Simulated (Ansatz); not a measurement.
**CH₃AlFN: taking an electron away**

Aim: the vertical ionisation energy of CH₃AlFN, as cation minus neutral at the neutral's geometry, on several levels, and how well −ε(HOMO) stands in for it.

Method: unrestricted cation, the program's frozen cores in correlated methods; program: Ansatz 0.2.0, Gaussian basis.

Levels to be run: UKS PBE-D4/def2-TZVPP; UKS r2SCAN-D4/def2-TZVPP; UKS PBE0-D4/def2-TZVPP; UKS B3LYP-D4/def2-TZVPP; UKS wB97X-V/def2-TZVPP; UKS wB97M-V/def2-TZVPP; UKS B2PLYP/def2-TZVPP; UHF-CCSD(T)/def2-TZVPP; UHF-MP2/def2-QZVPP; extrapolation to the limit; then −ε(HOMO) from the neutral's earlier runs with LDA (SPW92), PBE-D4, revPBE-D4, BLYP-D4, r2SCAN-D4, B97M-V, PBE0-D4, B3LYP-D4, r2SCANh-D4, r2SCAN0-D4, HSE06-D4, BHLYP-D4, CAM-B3LYP-D4, LC-ωPBE, ωB97X-V, ωB97M-V.

**1. The geometry**

The geometry comes from an earlier relaxation with PBE0-D4 in a triple-zeta def2 set; it is a stationary point, not always the lowest conformer.

SMILES `F[CH]1[NH][AlH]1`, 7 atoms, charge 0, spin multiplicity 1.

Atoms are counted from 1 here; the program's logs count them from 0.

Bond lengths: F1–C2 1.400 Å, C2–N3 1.444 Å, C2–Al4 1.924 Å, C2–H5 1.091 Å, N3–Al4 1.737 Å, N3–H6 1.009 Å, Al4–H7 1.570 Å. Angles: F1–C2–N3 113.3°, F1–C2–Al4 120.6°, F1–C2–H5 105.7°, N3–C2–Al4 60.1°, N3–C2–H5 116.8°, Al4–C2–H5 130.9°, C2–N3–Al4 73.8°, C2–N3–H6 121.3°, Al4–N3–H6 164.9°, C2–Al4–N3 46.1°, C2–Al4–H7 169.6°, N3–Al4–H7 144.1°.

**2. Cation, UKS PBE-D4/def2-TZVPP**

Contents of in.yaml:

```yaml
crystal:
  periodic: [false, false, false]
  atoms:
    - {symbol: F, position_ang: [-1.877673, -0.268879, 0.141034]}
    - {symbol: C, position_ang: [-0.671372, 0.227613, -0.366647]}
    - {symbol: N, position_ang: [0.328000, 0.452047, 0.651860]}
    - {symbol: Al, position_ang: [0.922144, -0.850009, -0.332096]}
    - {symbol: H, position_ang: [-0.942093, 1.084002, -0.986750]}
    - {symbol: H, position_ang: [0.215183, 1.176186, 1.345502]}
    - {symbol: H, position_ang: [2.087110, -1.888961, -0.498603]}
basis:
  gaussian: {orbitals: def2-TZVPP}
total_charge: 1
magnetization: {spin_polarized: true, initial_magnetization: 1}
hamiltonian: {xc: pbe, dispersion: d4}
```

Command:

```console
ansatz run in.yaml --threads 2 --pin off --events-out ev --progress --plain --max-ram 4352MiB
```

Standard output:

```text
Functional definition: PBE
  name "PBE"
  cite "Perdew, Burke & Ernzerhof, Phys. Rev. Lett. 77, 3865 (1996) doi:10.1103/PhysRevLett.77.3865"
  parent pbe
  parameter kappa = 0.804
  parameter beta = 0.06672455060314922
  exchange = pbe_x(kappa = kappa, mu = beta*pi^2/3)
  correlation = pbe_c(beta = beta)
937 factors; their error is unknown
mean field evaluation 1: about -11839.4118 eV, gradient 8.2e1 eV
mean field evaluation 2: about -11396.9204 eV, gradient 2.6e2 eV
mean field evaluation 4: about -11845.3647 eV, gradient 8.6e1 eV
mean field evaluation 8: about -11872.6530 eV, gradient 1.5e0 eV
mean field evaluation 16: about -11872.6546 eV, gradient 1.5e-2 eV
mean field evaluation 32: about -11871.9307 eV, gradient 4.4e0 eV
mean field -11872.65455223 eV, -436.3120072202 hartree, gradient 2.1e-5 eV, S^2 0.751893; 4 other end points of the search recorded, 0 dependent functions left out
reference -11872.65459179 eV, -436.3120086738 hartree; 19, 18 occupied and 158, 159 virtual orbitals, 937 factors
Total energy: -11872.74810203 eV, -436.3154451120 hartree
```

It took 6 s on 2 threads of Intel Xeon Platinum 8259CL at 2.50GHz, shared host.

The neutral molecule at this level: -11881.5682 eV. Difference: 8.820 eV. ⟨S²⟩ = 0.752.

**3. Cation, UKS r2SCAN-D4/def2-TZVPP**

Changes to in.yaml since step 2:

```diff
@@ -14,2 +14,2 @@
 magnetization: {spin_polarized: true, initial_magnetization: 1}
-hamiltonian: {xc: pbe, dispersion: d4}
+hamiltonian: {xc: r2scan, dispersion: d4}
```

The command is unchanged.

Standard output:

```text
Functional definition: r2SCAN
  name "r2SCAN"
  cite "Furness, Kaplan, Ning, Perdew & Sun, J. Phys. Chem. Lett. 11, 8208 (2020) doi:10.1021/acs.jpclett.0c02405"
  cite "Furness, Kaplan, Ning, Perdew & Sun, J. Phys. Chem. Lett. 11, 9248 (2020) doi:10.1021/acs.jpclett.0c03077"
  parent r2scan
  parameter k0 = 0.174
  parameter k1 = 0.065
  parameter a1 = 4.9479
  exchange = r2scan_x(k0 = k0, k1 = k1, a1 = a1)
  correlation = r2scan_c
937 factors; their error is unknown
mean field evaluation 1: about -11849.3236 eV, gradient 7.6e1 eV
mean field evaluation 2: about -11474.5859 eV, gradient 2.4e2 eV
mean field evaluation 4: about -11861.0149 eV, gradient 6.9e1 eV
mean field evaluation 8: about -11878.6575 eV, gradient 1.4e0 eV
mean field evaluation 16: about -11878.6616 eV, gradient 1.2e-2 eV
mean field evaluation 32: about -11878.5059 eV, gradient 1.8e0 eV
mean field -11878.66156958 eV, -436.5327610359 hartree, gradient 3.3e-5 eV, S^2 0.754014; 3 other end points of the search recorded, 0 dependent functions left out
reference -11878.66158403 eV, -436.5327615672 hartree; 19, 18 occupied and 158, 159 virtual orbitals, 937 factors
Total energy: -11878.68245122 eV, -436.5335284222 hartree
```

Wall time 12 s (2 threads of Intel Xeon Platinum 8259CL at 2.50GHz, shared host).

Less the neutral's -11887.5301 eV (earlier run), this gives 8.848 eV. ⟨S²⟩ = 0.754.

**4. Cation, UKS PBE0-D4/def2-TZVPP**

Changes to in.yaml since step 3:

```diff
@@ -14,2 +14,2 @@
 magnetization: {spin_polarized: true, initial_magnetization: 1}
-hamiltonian: {xc: r2scan, dispersion: d4}
+hamiltonian: {xc: pbe0, dispersion: d4}
```

The command is unchanged.

Standard output:

```text
Functional definition: PBE0
  name "PBE0"
  cite "Adamo & Barone, J. Chem. Phys. 110, 6158 (1999) doi:10.1063/1.478522"
  cite "Perdew, Burke & Ernzerhof, Phys. Rev. Lett. 77, 3865 (1996) doi:10.1103/PhysRevLett.77.3865"
  parent pbe
  parameter a = 0.25
  parameter kappa = 0.804
  parameter beta = 0.06672455060314922
  exchange = (1 - a)*pbe_x(kappa = kappa, mu = beta*pi^2/3) + a*exact_x
  correlation = pbe_c(beta = beta)
968 factors; their error is unknown
mean field evaluation 1: about -11847.4572 eV, gradient 7.1e1 eV
mean field evaluation 2: about -11607.6480 eV, gradient 2.0e2 eV
mean field evaluation 4: about -11868.1049 eV, gradient 3.9e1 eV
mean field evaluation 8: about -11873.0842 eV, gradient 5.6e-1 eV
mean field evaluation 16: about -11873.1126 eV, gradient 2.2e-2 eV
mean field -11873.11262008 eV, -436.3288409033 hartree, gradient 4.0e-5 eV, S^2 0.753531; 2 other end points of the search recorded, 0 dependent functions left out
reference -11873.11264945 eV, -436.3288419826 hartree; 19, 18 occupied and 158, 159 virtual orbitals, 968 factors
Total energy: -11873.19010018 eV, -436.3316882441 hartree
```

Run time: 7 s. Hardware: 2 threads of Intel Xeon Platinum 8259CL at 2.50GHz, shared host; peak memory 0.42 GiB.

Less the neutral's -11882.1674 eV (earlier run), this gives 8.977 eV. ⟨S²⟩ = 0.754.

**5. Cation, UKS B3LYP-D4/def2-TZVPP**

Changes to in.yaml since step 4:

```diff
@@ -14,2 +14,2 @@
 magnetization: {spin_polarized: true, initial_magnetization: 1}
-hamiltonian: {xc: pbe0, dispersion: d4}
+hamiltonian: {xc: {name: B3LYP}, dispersion: d4}
```

Same command.

Standard output, shortened:

```text
Functional definition: B3LYP
  name "B3LYP"
  cite "Stephens, Devlin, Chabalowski & Frisch, J. Phys. Chem. 98, 11623 (1994) doi:10.1021/j100096a001"
  cite "Becke, Phys. Rev. A 38, 3098 (1988) doi:10.1103/PhysRevA.38.3098"
  cite "Lee, Yang & Parr, Phys. Rev. B 37, 785 (1988) doi:10.1103/PhysRevB.37.785"
  cite "Vosko, Wilk & Nusair, Can. J. Phys. 58, 1200 (1980) doi:10.1139/p80-159"
[...]
961 factors; their error is unknown
[...]
mean field -11882.46586282 eV, -436.6725662339 hartree, gradient 1.7e-5 eV, S^2 0.753271; 2 other end points of the search recorded, 0 dependent functions left out
reference -11882.46609460 eV, -436.6725747518 hartree; 19, 18 occupied and 158, 159 virtual orbitals, 961 factors
Total energy: -11882.61895670 eV, -436.6781923302 hartree
```

Wall time 7.5 s (2 threads of Intel Xeon Platinum 8259CL at 2.50GHz, shared host); peak memory 0.42 GiB.

The neutral molecule at this level: -11891.6728 eV. Difference: 9.054 eV. ⟨S²⟩ = 0.753.

**6. Cation, UKS wB97X-V/def2-TZVPP**

Changes to in.yaml since step 5:

```diff
@@ -14,2 +14,2 @@
 magnetization: {spin_polarized: true, initial_magnetization: 1}
-hamiltonian: {xc: {name: B3LYP}, dispersion: d4}
+hamiltonian: {xc: {name: wB97X-V}}
```

Launched as before.

Standard output, shortened:

```text
Functional definition: wB97X-V
  name "wB97X-V"
  cite "Mardirossian & Head-Gordon, Phys. Chem. Chem. Phys. 16, 9904 (2014) doi:10.1039/C3CP54374A"
  cite "Becke, J. Chem. Phys. 107, 8554 (1997) doi:10.1063/1.475007"
  cite "Vydrov & Van Voorhis, J. Chem. Phys. 133, 244103 (2010) doi:10.1063/1.3521275"
[...]
      + integral(e_c_pw_opposite_spin*poly(b97_u_opposite, cos0, cos1)) + vv10(b, c)
956 factors; their error is unknown
222 factors; integrals over basis functions are off by at most 1.4e-5 eV
[...]
mean field -11878.92953120 eV, -436.5426084441 hartree, gradient 3.8e-5 eV, S^2 0.753326; 2 other end points of the search recorded, 0 dependent functions left out
reference -11878.92952944 eV, -436.5426083792 hartree; 19, 18 occupied and 158, 159 virtual orbitals, 956 factors
Total energy: -11878.92952944 eV, -436.5426083792 hartree
```

It took 31 s on 2 threads of Intel Xeon Platinum 8259CL at 2.50GHz, shared host; peak memory 0.74 GiB.

The neutral molecule at this level: -11887.9616 eV. Difference: 9.032 eV. ⟨S²⟩ = 0.753.

**7. Cation, UKS wB97M-V/def2-TZVPP**

Changes to in.yaml since step 6:

```diff
@@ -14,2 +14,2 @@
 magnetization: {spin_polarized: true, initial_magnetization: 1}
-hamiltonian: {xc: {name: wB97X-V}}
+hamiltonian: {xc: {name: wB97M-V}}
```

Launched as before.

Standard output, shortened:

```text
Functional definition: wB97M-V
  name "wB97M-V"
  cite "Mardirossian & Head-Gordon, J. Chem. Phys. 144, 214110 (2016) doi:10.1063/1.4952647"
  cite "Becke, J. Chem. Phys. 107, 8554 (1997) doi:10.1063/1.475007"
  cite "Vydrov & Van Voorhis, J. Chem. Phys. 133, 244103 (2010) doi:10.1063/1.3521275"
  # Of w^i u^j: cxij and so on, Table III.
[...]
  gx(w, u) = 1 - cx + cx01*u + cx10*w
  gss(w, u) = css00 + css04*u^4 + css10*w + css20*w^2 + css43*w^4*u^3
  gos(w, u) = cos00 + cos10*w + (cos20 + cos21*u)*w^2 + (cos60 + cos61*u)*w^6
[...]
      + integral(e_c_pw_mod_opposite_spin*gos(b97_w_opposite, b97_u_opposite)) + vv10(b, c)
940 factors; their error is unknown
222 factors; integrals over basis functions are off by at most 1.4e-5 eV
[...]
mean field -11879.66830977 eV, -436.5697580556 hartree, gradient 8.7e-6 eV, S^2 0.752646; 2 other end points of the search recorded, 0 dependent functions left out
reference -11879.66835529 eV, -436.5697597283 hartree; 19, 18 occupied and 158, 159 virtual orbitals, 940 factors
Total energy: -11879.66835529 eV, -436.5697597283 hartree
```

Wall time 33 s (2 threads of Intel Xeon Platinum 8259CL at 2.50GHz, shared host); peak memory 0.77 GiB.

Less the neutral's -11888.7210 eV (earlier run), this gives 9.053 eV. ⟨S²⟩ = 0.753.

**8. Cation, UKS B2PLYP (frozen core)/def2-TZVPP**

Changes to in.yaml since step 7:

```diff
@@ -14,2 +14,2 @@
 magnetization: {spin_polarized: true, initial_magnetization: 1}
-hamiltonian: {xc: {name: wB97M-V}}
+hamiltonian: {xc: {name: B2PLYP}}
```

The command is unchanged.

Standard output, shortened:

```text
Functional definition: B2PLYP
  name "B2PLYP"
  cite "Grimme, J. Chem. Phys. 124, 034108 (2006) doi:10.1063/1.2148954"
  cite "Becke, Phys. Rev. A 38, 3098 (1988) doi:10.1103/PhysRevA.38.3098"
  cite "Lee, Yang & Parr, Phys. Rev. B 37, 785 (1988) doi:10.1103/PhysRevB.37.785"
[...]
1088 factors; integrals over basis functions are off by at most 1.6e-3 eV
[...]
mean field -11869.08560353 eV, -436.1808507744 hartree, gradient 6.0e-6 eV, S^2 0.755676; 3 other end points of the search recorded, 0 dependent functions left out
8 core orbitals not correlated: weight in the atoms' cores, before any rotation towards them, 1.000 or more for the frozen orbitals, at most 0.000 for the correlated occupied ones
reference -11869.08574907 eV, -436.1808561229 hartree; 11, 10 occupied and 158, 159 virtual orbitals, 1088 factors
second order -22.16310866 eV of doubles, -0.00000000 eV of singles
Total energy: -11875.06978840 eV, -436.4007655125 hartree
```

Run time: 21 s. Hardware: 2 threads of Intel Xeon Platinum 8259CL at 2.50GHz, shared host; peak memory 0.59 GiB.

The neutral molecule at this level: -11884.0843 eV. Difference: 9.014 eV. ⟨S²⟩ = 0.756.

**9. Cation, UHF-CCSD(T)/def2-TZVPP**

Changes to in.yaml since step 8:

```diff
@@ -14,2 +14,3 @@
 magnetization: {spin_polarized: true, initial_magnetization: 1}
-hamiltonian: {xc: {name: B2PLYP}}
+correlation: {method: ccsd_t}
+scf: {omitted_lower_state_checks: [cluster_reference]}
```

Launched as before.

Standard output, shortened:

```text
Functional definition: HF
  name "HF"
  cite "Fock, Z. Phys. 61, 126 (1930) doi:10.1007/BF01340294"
  parent pbe
[...]
1088 factors; integrals over basis functions are off by at most 1.6e-3 eV
[...]
mean field -11841.10386773 eV, -435.1525409504 hartree, gradient 1.7e-6 eV, S^2 0.764130; 6 other end points of the search recorded, 0 dependent functions left out
8 core orbitals not correlated: weight in the atoms' cores, before any rotation towards them, 1.000 or more for the frozen orbitals, at most 0.000 for the correlated occupied ones
reference -11841.10386773 eV, -435.1525409504 hartree; 11, 10 occupied and 158, 159 virtual orbitals, 1088 factors
second order -17.24092482 eV of doubles, -0.00000000 eV of singles
cycle   1  -17.54080120 eV  change   -3.0e-1 eV  update   9.7e-2
[...]
cycle  21  -18.00268427 eV  change    9.1e-6 eV  update   2.3e-5
perturbative correction -0.64402776 eV, -0.0236675837 hartree
Total energy: -11859.75057975 eV, -435.8377949783 hartree
Checks for a lower state left out: cluster_reference
```

It took 2.7 min on 2 threads of Intel Xeon Platinum 8259CL at 2.50GHz, shared host; peak memory 3.9 GiB.

Less the neutral's -11869.5650 eV (earlier run), this gives 9.814 eV. ⟨S²⟩ = 0.764. T1 = 0.083 (report).

**10. Cation, UHF-MP2/def2-QZVPP**

Changes to in.yaml since step 9:

```diff
@@ -11,6 +11,6 @@
 basis:
-  gaussian: {orbitals: def2-TZVPP}
+  gaussian: {orbitals: "def2-QZVPP.json"}
 total_charge: 1
 magnetization: {spin_polarized: true, initial_magnetization: 1}
-correlation: {method: ccsd_t}
+correlation: {method: mp2}
 scf: {omitted_lower_state_checks: [cluster_reference]}
```

Same command.

Standard output, shortened:

```text
Functional definition: HF
  name "HF"
  cite "Fock, Z. Phys. 61, 126 (1930) doi:10.1007/BF01340294"
  parent pbe
[...]
2006 factors; integrals over basis functions are off by at most 7.1e-4 eV
[...]
mean field -11841.53173967 eV, -435.1682649543 hartree, gradient 1.8e-6 eV, S^2 0.764249; 6 other end points of the search recorded, 0 dependent functions left out
8 core orbitals not correlated: weight in the atoms' cores, before any rotation towards them, 1.000 or more for the frozen orbitals, at most 0.000 for the correlated occupied ones
reference -11841.53173967 eV, -435.1682649543 hartree; 11, 10 occupied and 312, 313 virtual orbitals, 2006 factors
second order -18.66792626 eV of doubles, -0.00000000 eV of singles
Total energy: -11860.19966593 eV, -435.8542985908 hartree
Checks for a lower state left out: cluster_reference
```

Wall time 57 s (2 threads of Intel Xeon Platinum 8259CL at 2.50GHz, shared host); peak memory 1.4 GiB.

Less the neutral's -11870.2454 eV (earlier run), this gives 10.046 eV. ⟨S²⟩ = 0.764.

**11. Extrapolating to the complete basis**

No new run: Hartree-Fock is extrapolated as exp(−7.88√X) and correlation as X^−2.97, with X = 3 and 4; only MP2 was run in the larger set, so CCSD(T) minus MP2 is added from the smaller one.

```tsv
level	energy at the limit (eV)
HF	-11841.5907
MP2	-11861.3156
CCSD	-11862.0774
CCSD(T)	-11862.7214
```

The neutral's limit, from its own earlier runs, is -11872.7133 eV in the additive form (MP2 limit plus CCSD(T) minus MP2 in triple zeta), in which the cation has -11862.7214 eV.

**12. Ionisation energies side by side**

```tsv
method	ionisation energy (eV)
PBE-D4	8.82
r2SCAN-D4	8.85
PBE0-D4	8.98
B3LYP-D4	9.05
ωB97X-V	9.03
ωB97M-V	9.05
B2PLYP	9.01
HF/def2-TZVPP	8.18
MP2/def2-TZVPP	9.94
CCSD/def2-TZVPP	9.69
CCSD(T)/def2-TZVPP	9.81
```

Orbital estimates, from the neutral's runs:

```tsv
functional	−ε(HOMO) (eV)	by energy difference (eV)
LDA (SPW92)	5.61	
PBE-D4	5.48	8.82
revPBE-D4	5.43	
BLYP-D4	5.39	
r2SCAN-D4	5.69	8.85
B97M-V	5.78	
PBE0-D4	6.72	8.98
B3LYP-D4	6.54	9.05
r2SCANh-D4	6.15	
r2SCAN0-D4	6.86	
HSE06-D4	6.32	
BHLYP-D4	7.91	
CAM-B3LYP-D4	8.09	
LC-ωPBE	9.37	
ωB97X-V	9.04	9.03
ωB97M-V	8.92	9.05
```

**13. What came out**

```
                          quantity            value
range over the levels of the table  8.18 to 9.94 eV
                   −ε(HOMO) of PBE          5.48 eV
                  T1 of the cation            0.083
```

What this shows: Without a sound coupled-cluster reference the levels can only be compared: they span 1.76 eV. The cation's T1 (from the report) is 0.083, above the customary mark of 0.045 for open shells, so the coupled-cluster value is less safe. The cation may have settled in a state other than its lowest; no search over hole states beyond the program's own was made.
